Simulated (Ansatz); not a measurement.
# AsGaH2: the cost of one run

Program: Ansatz 0.2.0, Gaussian basis. Level of theory: cc-pVTZ, core rule «outside noble gas», up to 28 orbitals frozen. These are calculated values, not measurements.

To be run: UHF; CCSD(T) on ROHF; CCSD(T) on UHF; BCCD(T) on ROHF; CCSDT(Q) on ROHF; CCSDT(Q) on UHF.

14 further runs of the same task are left out: 8 for a known fault of the program, 6 set aside as unsound or not needed.

## (1) The system

The geometry is a PBE0/def2-TZVP stationary point (not a proven minimum). No spin-orbit coupling is included. The filled d shell of Ga, As may be among the frozen orbitals whatever the setting's name suggests; the logs give the count.

4 atoms, charge 0, spin multiplicity 3.

Atoms are counted from 1 here; the program's logs count them from 0.

Bond lengths: Ga1–As2 2.421 Å, Ga1–H3 1.572 Å, Ga1–H4 1.572 Å. Angles: As2–Ga1–H3 119.9°, As2–Ga1–H4 119.9°, H3–Ga1–H4 120.3°.

## (2) UHF

Input file in.yaml:

```yaml
crystal:
  periodic: [false, false, false]
  atoms:
    - {symbol: Ga, position_ang: [0.000000, 0.000000, 1.226035]}
    - {symbol: As, position_ang: [0.000000, 0.000000, -1.195022]}
    - {symbol: H, position_ang: [0.000000, 1.363635, 2.009104]}
    - {symbol: H, position_ang: [0.000000, -1.363635, 2.009104]}
basis:
  gaussian: {orbitals: cc-pVTZ}
magnetization: {spin_polarized: true, initial_magnetization: 2}
hamiltonian: {xc: hf}
output: {orbitals: {seedname: orbitals}}
```

Run with:

```sh
$ ansatz run in.yaml --threads 1 --pin off --events-out ev --progress --plain --max-ram 4096MiB --backend cpu
```

Q: Estimate wall time and peak memory on 1 thread of AMD EPYC 7R13, shared host.

About 8.5 s, with a peak of 0.3 GiB.
